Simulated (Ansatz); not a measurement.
# CH₅AlS₂: how energies converge with the basis set

Aim: see how fast density functionals converge with the basis set for CH₅AlS₂.

Program: Ansatz 0.2.0, Gaussian basis. Level of theory: one geometry, several basis sets. These are calculated values, not measurements.

Plan: PBE0-D4/def2-SVP; ωB97M-V/def2-SVP; PBE0-D4/def2-QZVPP; ωB97M-V/def2-QZVPP; the functionals' def2-TZVPP values are taken from earlier runs.

## 1. The relaxed structure

All runs share one geometry, relaxed beforehand with PBE0-D4 in a triple-zeta def2 set.

9 atoms, charge 0, spin multiplicity 1.

Atoms are counted from 1 here; the program's logs count them from 0.

Bond lengths: C1–Al2 1.949 Å, C1–H5 1.094 Å, C1–H6 1.093 Å, C1–H7 1.095 Å, Al2–S3 2.254 Å, Al2–S4 2.432 Å, Al2–H8 1.581 Å, S3–S4 2.084 Å, S4–H9 1.351 Å. Angles: Al2–C1–H5 111.5°, Al2–C1–H6 112.3°, Al2–C1–H7 110.3°, H5–C1–H6 108.3°, H5–C1–H7 106.9°, H6–C1–H7 107.3°, C1–Al2–S3 117.9°, C1–Al2–S4 111.9°, C1–Al2–H8 125.2°, S3–Al2–S4 52.6°, S3–Al2–H8 115.7°, S4–Al2–H8 108.7°, Al2–S3–S4 68.1°, Al2–S4–S3 59.3°, Al2–S4–H9 97.1°, S3–S4–H9 100.6°.

## 2. PBE0-D4 in def2-SVP

The input, in.yaml:

```yaml
crystal:
  periodic: [false, false, false]
  atoms:
    - {symbol: C, position_ang: [-0.281878, 0.779856, -1.094699]}
    - {symbol: Al, position_ang: [0.483468, -0.774109, -0.200744]}
    - {symbol: S, position_ang: [1.702559, -0.424012, 1.662638]}
    - {symbol: S, position_ang: [-0.263414, -0.952550, 2.107297]}
    - {symbol: H, position_ang: [-1.274051, 0.560472, -1.499997]}
    - {symbol: H, position_ang: [-0.366610, 1.641274, -0.427344]}
    - {symbol: H, position_ang: [0.347738, 1.081564, -1.938136]}
    - {symbol: H, position_ang: [0.577031, -2.227113, -0.817680]}
    - {symbol: H, position_ang: [-0.836344, 0.268318, 2.191568]}
basis:
  gaussian: {orbitals: def2-SVP}
hamiltonian: {xc: pbe0, dispersion: d4}
output: {orbitals: {seedname: orbitals}}
```

On the command line:

```
> ansatz run in.yaml --threads 2 --pin off --events-out ev --progress --plain --max-ram 4352MiB
```

Standard output:

```text
Functional definition: PBE0
  name "PBE0"
  cite "Adamo & Barone, J. Chem. Phys. 110, 6158 (1999) doi:10.1063/1.478522"
  cite "Perdew, Burke & Ernzerhof, Phys. Rev. Lett. 77, 3865 (1996) doi:10.1103/PhysRevLett.77.3865"
  parent pbe
  parameter a = 0.25
  parameter kappa = 0.804
  parameter beta = 0.06672455060314922
  exchange = (1 - a)*pbe_x(kappa = kappa, mu = beta*pi^2/3) + a*exact_x
  correlation = pbe_c(beta = beta)
886 factors; integrals over basis functions are off by at most 1.1e-3 eV
mean field evaluation 1: about -29360.6497 eV, gradient 4.4e1 eV
mean field evaluation 2: about -29358.3812 eV, gradient 5.0e1 eV
mean field evaluation 4: about -29365.6163 eV, gradient 1.5e0 eV
mean field evaluation 8: about -29365.7321 eV, gradient 1.2e-1 eV
mean field evaluation 16: about -29365.7321 eV, gradient 2.3e-5 eV
mean field -29365.73210805 eV, -1079.1707501628 hartree, gradient 2.3e-5 eV, S^2 0.000000; 0 other end points of the search recorded, 0 dependent functions left out
reference -29365.73213543 eV, -1079.1707511688 hartree; 28, 28 occupied and 65, 65 virtual orbitals, 886 factors
Total energy: -29365.92887590 eV, -1079.1779812477 hartree
```

It took 1.8 s on 2 threads of Intel Xeon Platinum 8175M at 2.50GHz, shared host.

## 3. ωB97M-V in def2-SVP

in.yaml, as its differences from that of step 2:

```diff
@@ -14,3 +14,3 @@
   gaussian: {orbitals: def2-SVP}
-hamiltonian: {xc: pbe0, dispersion: d4}
+hamiltonian: {xc: {name: wB97M-V}}
 output: {orbitals: {seedname: orbitals}}
```

Launched as before.

Standard output:

```text
Functional definition: wB97M-V
  name "wB97M-V"
  cite "Mardirossian & Head-Gordon, J. Chem. Phys. 144, 214110 (2016) doi:10.1063/1.4952647"
  cite "Becke, J. Chem. Phys. 107, 8554 (1997) doi:10.1063/1.475007"
  cite "Vydrov & Van Voorhis, J. Chem. Phys. 133, 244103 (2010) doi:10.1063/1.3521275"
  # Of w^i u^j: cxij and so on, Table III.
  parameter omega = 0.3/bohr
  parameter cx = 0.15
  parameter cx01 = 1.007
  parameter cx10 = 0.259
  parameter css00 = 0.443
  parameter css04 = -1.437
  parameter css10 = -4.535
  parameter css20 = -3.390
  parameter css43 = 4.278
  parameter cos00 = 1.000
  parameter cos10 = 1.358
  parameter cos20 = 2.924
  parameter cos21 = -8.812
  parameter cos60 = -1.390
  parameter cos61 = 9.142
  parameter b = 6.0
  parameter c = 0.01
  gx(w, u) = 1 - cx + cx01*u + cx10*w
  gss(w, u) = css00 + css04*u^4 + css10*w + css20*w^2 + css43*w^4*u^3
  gos(w, u) = cos00 + cos10*w + (cos20 + cos21*u)*w^2 + (cos60 + cos61*u)*w^6
  exchange = spin_sum(e_x_unif_sr(omega)*gx(b97_w, b97_u_x)) + cx*exact_x_sr(omega) + exact_x_lr(omega)
  correlation = spin_sum(e_c_pw_mod_same_spin*gss(b97_w, b97_u_same))
      + integral(e_c_pw_mod_opposite_spin*gos(b97_w_opposite, b97_u_opposite)) + vv10(b, c)
886 factors; integrals over basis functions are off by at most 1.1e-3 eV
297 factors; integrals over basis functions are off by at most 9.7e-6 eV
mean field evaluation 1: about -29372.1079 eV, gradient 3.5e1 eV
mean field evaluation 2: about -29373.5200 eV, gradient 2.6e1 eV
mean field evaluation 4: about -29375.2973 eV, gradient 5.5e-1 eV
mean field evaluation 8: about -29375.3632 eV, gradient 3.4e-2 eV
mean field evaluation 16: about -29375.3632 eV, gradient 5.4e-5 eV
mean field -29375.36321541 eV, -1079.5246868299 hartree, gradient 5.4e-5 eV, S^2 0.000000; 0 other end points of the search recorded, 0 dependent functions left out
reference -29375.36325995 eV, -1079.5246884669 hartree; 28, 28 occupied and 65, 65 virtual orbitals, 886 factors
Total energy: -29375.36325995 eV, -1079.5246884669 hartree
```

It took 7.5 s on 2 threads of Intel Xeon Platinum 8175M at 2.50GHz, shared host; peak memory 0.29 GiB.

## 4. PBE0-D4 in def2-QZVPP

in.yaml, as its differences from that of step 3:

```diff
@@ -13,4 +13,4 @@
 basis:
-  gaussian: {orbitals: def2-SVP}
-hamiltonian: {xc: {name: wB97M-V}}
+  gaussian: {orbitals: "def2-QZVPP.json"}
+hamiltonian: {xc: pbe0, dispersion: d4}
 output: {orbitals: {seedname: orbitals}}
```

Same command.

Standard output:

```text
Functional definition: PBE0
  name "PBE0"
  cite "Adamo & Barone, J. Chem. Phys. 110, 6158 (1999) doi:10.1063/1.478522"
  cite "Perdew, Burke & Ernzerhof, Phys. Rev. Lett. 77, 3865 (1996) doi:10.1103/PhysRevLett.77.3865"
  parent pbe
  parameter a = 0.25
  parameter kappa = 0.804
  parameter beta = 0.06672455060314922
  exchange = (1 - a)*pbe_x(kappa = kappa, mu = beta*pi^2/3) + a*exact_x
  correlation = pbe_c(beta = beta)
1642 factors; their error is unknown
mean field evaluation 1: about -29370.7648 eV, gradient 5.6e1 eV
mean field evaluation 2: about -29366.7837 eV, gradient 6.2e1 eV
mean field evaluation 4: about -29377.8648 eV, gradient 3.3e0 eV
mean field evaluation 8: about -29377.8887 eV, gradient 8.5e-2 eV
mean field evaluation 16: about -29377.9164 eV, gradient 3.0e-5 eV
mean field -29377.91643278 eV, -1079.6185158377 hartree, gradient 3.0e-5 eV, S^2 0.000000; 0 other end points of the search recorded, 0 dependent functions left out
reference -29377.91647249 eV, -1079.6185172972 hartree; 28, 28 occupied and 389, 389 virtual orbitals, 1642 factors
Total energy: -29378.11321296 eV, -1079.6257473761 hartree
```

Wall time 16 s (2 threads of Intel Xeon Platinum 8175M at 2.50GHz, shared host); peak memory 1.3 GiB.

## 5. ωB97M-V in def2-QZVPP

in.yaml, as its differences from that of step 4:

```diff
@@ -14,3 +14,3 @@
   gaussian: {orbitals: "def2-QZVPP.json"}
-hamiltonian: {xc: pbe0, dispersion: d4}
+hamiltonian: {xc: {name: wB97M-V}}
 output: {orbitals: {seedname: orbitals}}
```

The command is unchanged.

Standard output:

```text
Functional definition: wB97M-V
  name "wB97M-V"
  cite "Mardirossian & Head-Gordon, J. Chem. Phys. 144, 214110 (2016) doi:10.1063/1.4952647"
  cite "Becke, J. Chem. Phys. 107, 8554 (1997) doi:10.1063/1.475007"
  cite "Vydrov & Van Voorhis, J. Chem. Phys. 133, 244103 (2010) doi:10.1063/1.3521275"
  # Of w^i u^j: cxij and so on, Table III.
  parameter omega = 0.3/bohr
  parameter cx = 0.15
  parameter cx01 = 1.007
  parameter cx10 = 0.259
  parameter css00 = 0.443
  parameter css04 = -1.437
  parameter css10 = -4.535
  parameter css20 = -3.390
  parameter css43 = 4.278
  parameter cos00 = 1.000
  parameter cos10 = 1.358
  parameter cos20 = 2.924
  parameter cos21 = -8.812
  parameter cos60 = -1.390
  parameter cos61 = 9.142
  parameter b = 6.0
  parameter c = 0.01
  gx(w, u) = 1 - cx + cx01*u + cx10*w
  gss(w, u) = css00 + css04*u^4 + css10*w + css20*w^2 + css43*w^4*u^3
  gos(w, u) = cos00 + cos10*w + (cos20 + cos21*u)*w^2 + (cos60 + cos61*u)*w^6
  exchange = spin_sum(e_x_unif_sr(omega)*gx(b97_w, b97_u_x)) + cx*exact_x_sr(omega) + exact_x_lr(omega)
  correlation = spin_sum(e_c_pw_mod_same_spin*gss(b97_w, b97_u_same))
      + integral(e_c_pw_mod_opposite_spin*gos(b97_w_opposite, b97_u_opposite)) + vv10(b, c)
1543 factors; their error is unknown
363 factors; integrals over basis functions are off by at most 8.3e-6 eV
mean field evaluation 1: about -29383.0133 eV, gradient 4.4e1 eV
mean field evaluation 2: about -29384.7289 eV, gradient 3.4e1 eV
mean field evaluation 4: about -29387.4922 eV, gradient 1.1e0 eV
mean field evaluation 8: about -29387.5086 eV, gradient 2.3e-1 eV
mean field evaluation 16: about -29387.5086 eV, gradient 7.6e-5 eV
mean field -29387.50862782 eV, -1079.9710225034 hartree, gradient 7.6e-5 eV, S^2 0.000000; 0 other end points of the search recorded, 0 dependent functions left out
reference -29387.50869145 eV, -1079.9710248420 hartree; 28, 28 occupied and 389, 389 virtual orbitals, 1543 factors
Total energy: -29387.50869145 eV, -1079.9710248420 hartree
```

It took 32 s on 2 threads of Intel Xeon Platinum 8175M at 2.50GHz, shared host; peak memory 1.6 GiB.

## 6. Density functionals: the series

The def2-TZVPP values come from earlier runs at the same geometry.

```csv
functional,basis,functions,energy (eV),from the largest (eV),HOMO (eV),LUMO (eV)
PBE0-D4,def2-SVP,93,-29365.9289,12.184,-7.18,-1.26
PBE0-D4,def2-TZVPP,227,-29377.1844,0.929,-7.25,-1.44
PBE0-D4,def2-QZVPP,417,-29378.1132,0.000,-7.28,-1.53
ωB97M-V,def2-SVP,93,-29375.3633,12.145,-9.29,0.96
ωB97M-V,def2-TZVPP,227,-29386.6225,0.886,-9.40,0.62
ωB97M-V,def2-QZVPP,417,-29387.5087,0.000,-9.43,0.31
```

## 7. Outcome

| quantity | value |
| --- | --- |
| PBE0-D4: double and triple zeta above quadruple | 12.18, 0.93 eV |
| ωB97M-V: double and triple zeta above quadruple | 12.15, 0.89 eV |

For PBE0-D4 the step from double to triple zeta gains 11.26 eV and the next only 0.93 eV. Total energies overstate the basis error of differences, where much of it tends to cancel. The LUMO of ωB97M-V is positive and keeps falling with the basis (0.96 to 0.31 eV): an unbound level that the basis holds in place.

For PBE0-D4 the largest set took about 9 times as long as the smallest (16 s against 1.8 s).
